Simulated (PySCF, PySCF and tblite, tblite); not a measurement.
# C5H9BF2O: a path driven as rotation about a bond, and NMR exchange

Aim: the barrier and rate of rotation about a bond in C5H9BF2O (`CCO/C=C/CB(F)F`), and what it does to NMR lines.

Programs: PySCF 2.14.0 with density-fitted response routines of our own, and tblite 0.8.0. All values are computed, except where a source is named. Atoms count from 0 throughout.

## Step 1: The molecule as given

18 atoms, charge 0, multiplicity 1; geometry from: force field or distance geometry start.

Bonds of the start (Å): B6–F7 1.45, B6–F8 1.44, C0–C1 1.52, C0–H10 1.11, C0–H11 1.10, C0–H9 1.11, C1–H12 1.11, C1–H13 1.12, C1–O2 1.40, C3–C4 1.32, C3–H14 1.09, C4–C5 1.50, C4–H15 1.08, C5–B6 1.59, C5–H16 1.12, C5–H17 1.10, O2–C3 1.40.

## Step 2: GFN2-xTB relaxation, start minimum

The job: settings as JSON, then the geometry in Å.

```
{"job": {"xc": "GFN2-xTB", "basis": "xTB", "kind": "relax"}, "charge": 0, "multiplicity": 1}
C      3.420300     0.065500    -0.679300
C      2.158200    -0.469000    -0.011100
O      1.056300     0.338300    -0.331600
C     -0.229000     0.073300     0.146600
C     -1.252900     0.848500    -0.172900
C     -2.644900     0.597900     0.324900
B     -3.330400    -0.589600    -0.476800
F     -2.785800    -1.926200    -0.388400
F     -4.513400    -0.347400    -1.256700
H      3.603400     1.106000    -0.333400
H      3.274300     0.063100    -1.782600
H      4.280900    -0.570400    -0.417600
H      1.976400    -1.514300    -0.333400
H      2.316100    -0.473800     1.097700
H     -0.388100    -0.777700     0.809700
H     -1.081000     1.704600    -0.812900
H     -2.620000     0.366900     1.416500
H     -3.249200     1.510700     0.182200
```

The run is started by

```
OMP_NUM_THREADS=1 python ens_run.py task.json out
```

One launch serves the whole session.

Output:

```text
step      E/eV     max force
  0    -819.08240    3.574
  1    -819.49396    2.306
  2    -819.62706    2.704
  3    -819.70454    0.863
  4    -819.73417    0.391
  5    -819.75161    0.313
  6    -819.75728    0.258
  7    -819.76498    0.193
  8    -819.77086    0.291
  9    -819.77632    0.260
 10    -819.78021    0.175
 11    -819.78318    0.133
 12    -819.78528    0.131
 13    -819.78677    0.115
 14    -819.78777    0.098
 15    -819.78853    0.089
 16    -819.78919    0.065
 17    -819.78975    0.060
 18    -819.79022    0.057
 19    -819.79067    0.065
 20    -819.79128    0.072
 21    -819.79222    0.084
 22    -819.79352    0.090
 23    -819.79507    0.103
 24    -819.79664    0.098
 25    -819.79814    0.100
 26    -819.79963    0.113
 27    -819.80106    0.092
 28    -819.80231    0.098
 29    -819.80334    0.081
 30    -819.80415    0.074
 31    -819.80474    0.063
 32    -819.80522    0.050
 33    -819.80565    0.044
 34    -819.80603    0.046
 35    -819.80631    0.044
 36    -819.80653    0.035
 37    -819.80674    0.035
 38    -819.80699    0.042
 39    -819.80722    0.041
 40    -819.80742    0.037
 41    -819.80764    0.034
 42    -819.80795    0.043
 43    -819.80836    0.050
 44    -819.80877    0.046
 45    -819.80910    0.051
 46    -819.80940    0.048
 47    -819.80980    0.050
 48    -819.81026    0.051
 49    -819.81063    0.046
 50    -819.81089    0.047
 51    -819.81114    0.056
 52    -819.81156    0.068
 53    -819.81219    0.073
 54    -819.81302    0.093
 55    -819.81389    0.082
 56    -819.81498    0.086
 57    -819.81584    0.093
 58    -819.81709    0.077
 59    -819.81785    0.070
 60    -819.81822    0.040
 61    -819.81845    0.045
 62    -819.81883    0.048
 63    -819.81920    0.036
 64    -819.81942    0.037
 65    -819.81962    0.041
 66    -819.81988    0.039
 67    -819.82019    0.040
 68    -819.82035    0.081
 69    -819.82051    0.025
 70    -819.82062    0.022
 71    -819.82075    0.021
 72    -819.82087    0.024
 73    -819.82102    0.022
 74    -819.82110    0.020
 75    -819.82117    0.021
 76    -819.82126    0.020
 77    -819.82140    0.026
 78    -819.82154    0.032
 79    -819.82166    0.040
 80    -819.82183    0.045
 81    -819.82207    0.042
 82    -819.82235    0.035
 83    -819.82260    0.037
 84    -819.82275    0.035
 85    -819.82288    0.020
 86    -819.82298    0.015
 87    -819.82306    0.015
 88    -819.82310    0.012
 89    -819.82312    0.010
 90    -819.82313    0.008
 91    -819.82314    0.006
 92    -819.82315    0.007
 93    -819.82316    0.009
 94    -819.82318    0.010
 95    -819.82320    0.012
 96    -819.82323    0.016
 97    -819.82328    0.018
 98    -819.82334    0.018
 99    -819.82341    0.018
100    -819.82347    0.020
101    -819.82353    0.022
102    -819.82359    0.019
103    -819.82365    0.017
104    -819.82370    0.019
105    -819.82375    0.018
106    -819.82380    0.018
107    -819.82386    0.018
108    -819.82391    0.014
109    -819.82394    0.026
110    -819.82398    0.016
111    -819.82400    0.014
112    -819.82405    0.019
113    -819.82407    0.018
114    -819.82410    0.012
115    -819.82411    0.010
116    -819.82413    0.011
117    -819.82414    0.012
118    -819.82415    0.008
119    -819.82416    0.007
120    -819.82417    0.008
121    -819.82418    0.013
122    -819.82421    0.019
123    -819.82425    0.021
124    -819.82431    0.025
125    -819.82441    0.025
126    -819.82453    0.026
127    -819.82466    0.029
128    -819.82480    0.031
129    -819.82492    0.025
130    -819.82500    0.025
131    -819.82504    0.029
132    -819.82511    0.021
133    -819.82516    0.015
134    -819.82519    0.013
135    -819.82521    0.010
136    -819.82523    0.010
137    -819.82524    0.009
138    -819.82525    0.007
139    -819.82527    0.007
140    -819.82527    0.009
141    -819.82528    0.007
142    -819.82529    0.007
143    -819.82530    0.007
144    -819.82531    0.008
145    -819.82532    0.010
146    -819.82534    0.012
147    -819.82536    0.014
148    -819.82539    0.013
149    -819.82543    0.020
150    -819.82548    0.030
151    -819.82556    0.034
152    -819.82566    0.030
153    -819.82574    0.020
154    -819.82580    0.025
155    -819.82583    0.035
156    -819.82589    0.015
157    -819.82591    0.009
158    -819.82594    0.008
159    -819.82596    0.009
160    -819.82597    0.009
161    -819.82599    0.008
162    -819.82600    0.008
163    -819.82601    0.005
164    -819.82601    0.005
165    -819.82602    0.004
166    -819.82602    0.004
167    -819.82602    0.003
168    -819.82603    0.003
169    -819.82603    0.003
170    -819.82603    0.004
171    -819.82603    0.005
172    -819.82604    0.007
173    -819.82604    0.007
174    -819.82605    0.005
175    -819.82605    0.007
176    -819.82606    0.006
177    -819.82607    0.006
178    -819.82608    0.006
179    -819.82609    0.006
180    -819.82610    0.006
181    -819.82612    0.007
182    -819.82613    0.009
183    -819.82615    0.009
184    -819.82617    0.010
185    -819.82619    0.011
186    -819.82621    0.013
187    -819.82624    0.014
188    -819.82627    0.015
189    -819.82630    0.016
190    -819.82634    0.021
191    -819.82638    0.020
192    -819.82641    0.015
193    -819.82644    0.013
194    -819.82647    0.015
195    -819.82648    0.013
196    -819.82650    0.010
197    -819.82652    0.008
198    -819.82652    0.007
199    -819.82653    0.006
200    -819.82654    0.005
201    -819.82655    0.004
202    -819.82655    0.004
203    -819.82655    0.003
204    -819.82655    0.002
```

Wall time 0.97 s (1 thread of Arm Neoverse V2, shared host).

The energy fell by 0.744 eV, and the atoms moved 0.37 Å (root mean square).

## Step 3: Relaxed scan, rotation

The job: settings as JSON, then the geometry in Å.

```
{"job": {"xc": "GFN2-xTB", "basis": "xTB", "coordinate": [["t", [4, 3, 2, 1], 0.5], ["t", [14, 3, 2, 1], 0.5]], "kind": "drive"}, "charge": 0, "multiplicity": 1}
C      3.369136     0.026667    -0.748002
C      2.159081    -0.331144     0.098879
O      1.031019     0.337766    -0.434705
C     -0.155584     0.078605     0.170911
C     -1.271793     0.711865    -0.167375
C     -2.614789     0.419285     0.457820
B     -3.400511    -0.453174    -0.600683
F     -3.360438    -1.771479    -0.608492
F     -4.079057     0.061800    -1.606010
H      3.527885     1.101248    -0.730760
H      3.205106    -0.281896    -1.776651
H      4.252783    -0.472416    -0.360755
H      1.991119    -1.417678     0.084632
H      2.318836    -0.019884     1.141489
H     -0.143156    -0.673817     0.953563
H     -1.249835     1.446568    -0.956440
H     -2.468612    -0.117582     1.394140
H     -3.119949     1.361584     0.669304
```

Output:

```text
point  coordinate     E/eV
  0    100.000     -819.81568
  1    114.900     -819.79514
  2    129.800     -819.77164
  3    144.600     -819.72433
  4    159.700     -819.67446
  5    174.900     -819.63050
  6    190.200     -819.63443
  7    205.400     -819.65523
  8    220.600     -819.70245
  9    235.500     -819.74789
 10    250.500     -819.79258
 11    265.200     -819.81111
```

It took 2.7 s on 1 thread of Arm Neoverse V2, shared host.

The highest point is number 5, 4.3 kcal/mol above the first.

## Step 4: Nudged elastic band, leg 1

The job, as its differences from that of step 3:

```diff
@@ -1,2 +1,2 @@
-{"job": {"xc": "GFN2-xTB", "basis": "xTB", "coordinate": [["t", [4, 3, 2, 1], 0.5], ["t", [14, 3, 2, 1], 0.5]], "kind": "drive"}, "charge": 0, "multiplicity": 1}
+{"job": {"xc": "GFN2-xTB", "basis": "xTB", "kind": "neb"}, "charge": 0, "multiplicity": 1}
 C      3.369136     0.026667    -0.748002
```

Output:

```text
image   E - E0 / eV
  0       0.0000
  1       0.0506
  2       0.1398
  3       0.1885
  4       0.0503
  5      -0.0278
  6      -0.0829
```

It took 1.2 s on 1 thread of Arm Neoverse V2, shared host; peak memory 0.2 GiB.

The highest point is number 3, 4.3 kcal/mol above the first.

## Step 5: Saddle search, leg 1

The job: settings as JSON, then the geometry in Å.

```
{"job": {"xc": "GFN2-xTB", "basis": "xTB", "kind": "saddle"}, "charge": 0, "multiplicity": 1}
C      3.220505     0.021701    -0.562661
C      1.853810    -0.399791    -0.050221
O      1.249514     0.712720     0.594919
C     -0.074376     0.557425     0.914007
C     -1.062244     0.645717     0.035745
C     -2.517326     0.510225     0.403259
B     -3.098884    -0.777328    -0.309193
F     -3.068888    -1.975109     0.236946
F     -3.590792    -0.762265    -1.530708
H      3.833391     0.374568     0.261641
H      3.114640     0.827655    -1.283514
H      3.712094    -0.823809    -1.035658
H      1.224847    -0.751567    -0.879529
H      1.952847    -1.218941     0.677847
H     -0.260601     0.398639     1.972994
H     -0.840653     0.817406    -1.009065
H     -2.598140     0.437695     1.487346
H     -3.049744     1.405057     0.075846
```

Output:

```text
step      E/eV     max force
  0    -819.63807   0.0634
  1    -819.63743   0.1352
  2    -819.63820   0.0484
  3    -819.63773   0.0378
  4    -819.63794   0.0519
  5    -819.63800   0.0960
  6    -819.63838   0.0311
  7    -819.63865   0.0280
  8    -819.63872   0.0095
  9    -819.63843   0.1313
 10    -819.63874   0.0214
 11    -819.63880   0.0122
 12    -819.63880   0.0597
 13    -819.63882   0.0100
 14    -819.63885   0.0200
 15    -819.63888   0.0245
 16    -819.63892   0.0201
 17    -819.63895   0.0399
 18    -819.63900   0.0393
 19    -819.63907   0.0471
 20    -819.63914   0.0456
 21    -819.63931   0.1056
 22    -819.63929   0.0184
 23    -819.63945   0.0536
 24    -819.63936   0.0160
 25    -819.63947   0.0146
 26    -819.63961   0.0218
 27    -819.63976   0.0381
 28    -819.63993   0.0428
 29    -819.64013   0.0445
 30    -819.64035   0.0447
 31    -819.64063   0.0360
 32    -819.64097   0.0653
 33    -819.64133   0.0875
 34    -819.64174   0.0970
 35    -819.64221   0.0905
 36    -819.64293   0.1053
 37    -819.64346   0.1556
 38    -819.64413   0.1181
 39    -819.64389   0.2837
 40    -819.64460   0.0405
 41    -819.64528   0.0365
 42    -819.64589   0.1236
 43    -819.64564   0.0313
 44    -819.64613   0.0520
 45    -819.64655   0.0661
 46    -819.64705   0.0567
 47    -819.64757   0.1054
 48    -819.64736   0.0404
 49    -819.64774   0.0434
 50    -819.64806   0.0477
 51    -819.64842   0.0330
 52    -819.64882   0.0610
 53    -819.64917   0.0899
 54    -819.64957   0.0639
 55    -819.64974   0.1093
 56    -819.65026   0.0328
 57    -819.65039   0.0620
 58    -819.65051   0.0107
 59    -819.64828   0.3219
 60    -819.65056   0.0180
 61    -819.65067   0.0266
 62    -819.65072   0.0151
 63    -819.65073   0.0297
 64    -819.65075   0.0059
 65    -819.65070   0.0442
 66    -819.65076   0.0033
lowest wavenumbers (cm-1): -131.9 18.3 44.3 49.9 80.8 169.5
```

Wall time 11 s (1 thread of Arm Neoverse V2, shared host); peak memory 0.2 GiB.

Point group C1; 1 imaginary mode, 132i cm⁻¹, carried by O2, H14, H15, C1. It was not shown to link both ends.

## Step 6: Saddle search, leg 1

The job: settings as JSON, then the geometry in Å.

```
{"job": {"xc": "GFN2-xTB", "basis": "xTB", "kind": "saddle"}, "charge": 0, "multiplicity": 1}
C      3.301050     0.036262    -0.539970
C      1.954088    -0.393573     0.015489
O      1.218211     0.777724     0.336215
C     -0.056319     0.542594     0.783937
C     -1.112682     0.586706    -0.011705
C     -2.528311     0.417821     0.472562
B     -3.274618    -0.691850    -0.375278
F     -3.308583    -1.960965    -0.026527
F     -3.891300    -0.437803    -1.510747
H      3.785001     0.709733     0.161817
H      3.163823     0.560255    -1.481543
H      3.931354    -0.833236    -0.702212
H      1.402927    -0.992151    -0.723371
H      2.083474    -1.005029     0.922264
H     -0.147662     0.348411     1.851398
H     -0.979619     0.792183    -1.064562
H     -2.505264     0.163965     1.532900
H     -3.035571     1.378953     0.359333
```

Output:

```text
step      E/eV     max force
  0    -819.63050   0.1479
  1    -819.63200   0.1245
  2    -819.63148   0.1755
  3    -819.63052   0.2126
  4    -819.62867   0.3237
  5    -819.63674   0.1435
  6    -819.63847   0.1322
  7    -819.63656   0.2449
  8    -819.63855   0.0709
  9    -819.63751   0.0554
 10    -819.63671   0.1028
 11    -819.63751   0.0412
 12    -819.63748   0.0475
 13    -819.63806   0.0305
 14    -819.63818   0.1396
 15    -819.63834   0.0477
 16    -819.63854   0.0101
 17    -819.63867   0.0272
 18    -819.63861   0.0024
lowest wavenumbers (cm-1): -130.8 8.1 40.0 50.4 74.2 165.0
```

It took 5.4 s on 1 thread of Arm Neoverse V2, shared host; peak memory 0.2 GiB.

Point group C1; 1 imaginary mode, 131i cm⁻¹, carried by O2, H14, C1, H15. It was not shown to link both ends.

## Step 7: Shieldings, start: PBE/pcSseg-1

The job: settings as JSON, then the geometry in Å.

```
{"job": {"kind": "nmr", "xc": "PBE", "basis": "pcSseg-1", "pop": false}, "charge": 0, "multiplicity": 1}
C      3.369136     0.026667    -0.748002
C      2.159081    -0.331144     0.098879
O      1.031019     0.337766    -0.434705
C     -0.155584     0.078605     0.170911
C     -1.271793     0.711865    -0.167375
C     -2.614789     0.419285     0.457820
B     -3.400511    -0.453174    -0.600683
F     -3.360438    -1.771479    -0.608492
F     -4.079057     0.061800    -1.606010
H      3.527885     1.101248    -0.730760
H      3.205106    -0.281896    -1.776651
H      4.252783    -0.472416    -0.360755
H      1.991119    -1.417678     0.084632
H      2.318836    -0.019884     1.141489
H     -0.143156    -0.673817     0.953563
H     -1.249835     1.446568    -0.956440
H     -2.468612    -0.117582     1.394140
H     -3.119949     1.361584     0.669304
```

Output:

```text
coarse grid: 15360 points
cycle   1  E = -494.9238796664  dE =  9.154e-01  |g| = 9.331e-01  |ddm| = 3.741e+00
cycle   2  E = -494.5859964006  dE =  3.379e-01  |g| = 1.655e+00  |ddm| = 2.022e+00
cycle   3  E = -495.0795698820  dE = -4.936e-01  |g| = 2.553e-01  |ddm| = 1.450e+00
cycle   4  E = -495.0914560371  dE = -1.189e-02  |g| = 9.519e-02  |ddm| = 2.525e-01
cycle   5  E = -495.0929118959  dE = -1.456e-03  |g| = 4.880e-02  |ddm| = 1.125e-01
cycle   6  E = -495.0935166096  dE = -6.047e-04  |g| = 1.055e-02  |ddm| = 4.969e-02
cycle   7  E = -495.0935425381  dE = -2.593e-05  |g| = 3.660e-03  |ddm| = 1.071e-02
cycle   8  E = -495.0935450394  dE = -2.501e-06  |g| = 8.571e-04  |ddm| = 2.851e-03
final grid: 150016 points
cycle   9  E = -495.1924410154  dE = -6.739e-05  |g| = 2.074e-02  |ddm| = 4.178e-02
cycle  10  E = -495.1921546334  dE =  2.864e-04  |g| = 4.308e-02  |ddm| = 4.148e-02
cycle  11  E = -495.1925131836  dE = -3.586e-04  |g| = 8.255e-03  |ddm| = 3.354e-02
cycle  12  E = -495.1925304018  dE = -1.722e-05  |g| = 1.072e-03  |ddm| = 8.062e-03
cycle  13  E = -495.1925306383  dE = -2.365e-07  |g| = 3.953e-04  |ddm| = 1.184e-03
cycle  14  E = -495.1925306779  dE = -3.957e-08  |g| = 7.145e-05  |ddm| = 3.633e-04
cycle  15  E = -495.1925306789  dE = -1.017e-09  |g| = 2.274e-05  |ddm| = 7.583e-05
cycle  16  E = -495.1925306790  dE = -9.288e-11  |g| = 7.482e-06  |ddm| = 2.025e-05
converged SCF energy = -495.1925306790

GIAO shielding tensors (ppm)
atom      isotropic    diamagn.    paramagn.     s11        s22        s33       span
  0 C      164.978     246.571     -81.593    149.185    163.908    181.841     32.656
  1 C      109.460     246.327    -136.867     69.776     97.159    161.445     91.669
  2 O      190.014     399.858    -209.844     94.296    224.915    250.830    156.533
  3 C       28.210     257.042    -228.832    -59.702     67.351     76.980    136.683
  4 C       83.666     259.204    -175.539     -3.476    104.744    149.729    153.205
  5 C      164.815     253.859     -89.044    150.467    168.569    175.410     24.943
  6 B       70.590     193.091    -122.501     52.541     75.935     83.294     30.753
  7 F      230.557     468.641    -238.084     68.591    274.794    348.284    279.693
  8 F      227.376     465.738    -238.362     60.312    269.272    352.544    292.232
  9 H       30.178      29.262       0.916     26.643     28.468     35.423      8.780
 10 H       30.195      29.638       0.556     26.675     28.552     35.357      8.682
 11 H       30.658      26.482       4.176     26.942     27.957     37.076     10.134
 12 H       27.661      31.986      -4.325     23.595     28.108     31.280      7.684
 13 H       27.609      31.381      -3.772     23.516     27.788     31.523      8.007
 14 H       25.257      35.956     -10.699     22.595     23.459     29.716      7.121
 15 H       26.762      35.621      -8.858     23.753     26.818     29.715      5.962
 16 H       30.030      32.318      -2.288     26.884     29.196     34.011      7.127
 17 H       29.788      28.754       1.034     26.010     27.795     35.560      9.550
```

It took 33 s on 1 thread of Arm Neoverse V2, shared host; peak memory 0.73 GiB.

Key values: HOMO -5.19 eV, LUMO -0.98 eV; dipole 2.75 D.

## Step 8: Shieldings, saddle of leg 1: PBE/pcSseg-1

The job: settings as JSON, then the geometry in Å.

```
{"job": {"kind": "nmr", "xc": "PBE", "basis": "pcSseg-1", "pop": false}, "charge": 0, "multiplicity": 1}
C      3.286768     0.084040    -0.577287
C      1.895809    -0.350056    -0.147220
O      1.255938     0.756841     0.472347
C     -0.036742     0.517089     0.867928
C     -1.078111     0.639831     0.060840
C     -2.497497     0.409100     0.479413
B     -3.202529    -0.797605    -0.261469
F     -4.419706    -1.196353     0.049511
F     -2.649948    -1.489750    -1.234621
H      3.854986     0.415028     0.287518
H      3.215485     0.909616    -1.279800
H      3.803418    -0.746505    -1.049953
H      1.308732    -0.683482    -1.014807
H      1.958290    -1.187546     0.564662
H     -0.150292     0.240144     1.914199
H     -0.920831     0.910462    -0.973618
H     -2.544253     0.253315     1.560020
H     -3.079518     1.315832     0.282338
```

Output:

```text
coarse grid: 15360 points
cycle   1  E = -494.9171655676  dE =  9.071e-01  |g| = 9.409e-01  |ddm| = 3.732e+00
cycle   2  E = -494.5807221660  dE =  3.364e-01  |g| = 1.667e+00  |ddm| = 2.442e+00
cycle   3  E = -495.0783109383  dE = -4.976e-01  |g| = 2.231e-01  |ddm| = 1.843e+00
cycle   4  E = -495.0875671892  dE = -9.256e-03  |g| = 7.809e-02  |ddm| = 2.422e-01
cycle   5  E = -495.0884117854  dE = -8.446e-04  |g| = 4.594e-02  |ddm| = 9.518e-02
cycle   6  E = -495.0889426107  dE = -5.308e-04  |g| = 9.398e-03  |ddm| = 4.525e-02
cycle   7  E = -495.0889623374  dE = -1.973e-05  |g| = 3.444e-03  |ddm| = 8.782e-03
cycle   8  E = -495.0889645336  dE = -2.196e-06  |g| = 6.946e-04  |ddm| = 2.870e-03
final grid: 150016 points
cycle   9  E = -495.1869034553  dE = -7.821e-05  |g| = 1.934e-02  |ddm| = 4.023e-02
cycle  10  E = -495.1867203605  dE =  1.831e-04  |g| = 3.623e-02  |ddm| = 3.896e-02
cycle  11  E = -495.1869722548  dE = -2.519e-04  |g| = 5.827e-03  |ddm| = 3.036e-02
cycle  12  E = -495.1869802842  dE = -8.029e-06  |g| = 1.060e-03  |ddm| = 6.410e-03
cycle  13  E = -495.1869805291  dE = -2.449e-07  |g| = 4.159e-04  |ddm| = 1.171e-03
cycle  14  E = -495.1869805720  dE = -4.290e-08  |g| = 6.531e-05  |ddm| = 3.576e-04
cycle  15  E = -495.1869805728  dE = -8.517e-10  |g| = 2.290e-05  |ddm| = 7.452e-05
converged SCF energy = -495.1869805728

GIAO shielding tensors (ppm)
atom      isotropic    diamagn.    paramagn.     s11        s22        s33       span
  0 C      164.090     246.803     -82.714    149.239    160.978    182.051     32.813
  1 C      104.052     247.653    -143.601     63.481     91.692    156.982     93.502
  2 O      217.043     399.154    -182.111    147.182    216.817    287.130    139.948
  3 C       25.514     255.225    -229.711    -72.006     68.019     80.529    152.535
  4 C       60.019     260.709    -200.690    -47.290     76.450    150.896    198.186
  5 C      165.546     254.479     -88.933    152.279    160.935    183.424     31.145
  6 B       67.742     192.920    -125.179     43.963     76.186     83.076     39.112
  7 F      218.449     462.380    -243.931     35.902    269.733    349.711    313.810
  8 F      215.817     473.397    -257.580     26.249    259.355    361.848    335.600
  9 H       30.214      28.459       1.756     26.592     28.369     35.682      9.090
 10 H       30.100      29.820       0.280     26.555     28.737     35.010      8.455
 11 H       30.602      27.671       2.931     27.112     27.879     36.815      9.702
 12 H       27.900      34.007      -6.107     23.736     29.101     30.863      7.127
 13 H       27.610      32.113      -4.503     24.134     27.306     31.390      7.256
 14 H       24.850      33.965      -9.115     21.680     24.525     28.346      6.665
 15 H       25.959      36.085     -10.126     23.295     25.027     29.556      6.261
 16 H       29.705      30.985      -1.279     25.938     29.930     33.249      7.312
 17 H       29.627      27.816       1.811     24.965     28.449     35.465     10.499
```

Run time: 32 s. Hardware: 1 thread of Arm Neoverse V2, shared host; peak memory 0.7 GiB.

Key values: HOMO -5.86 eV, LUMO -0.84 eV; dipole 0.47 D.

(Part 1 of 2 ends here.)
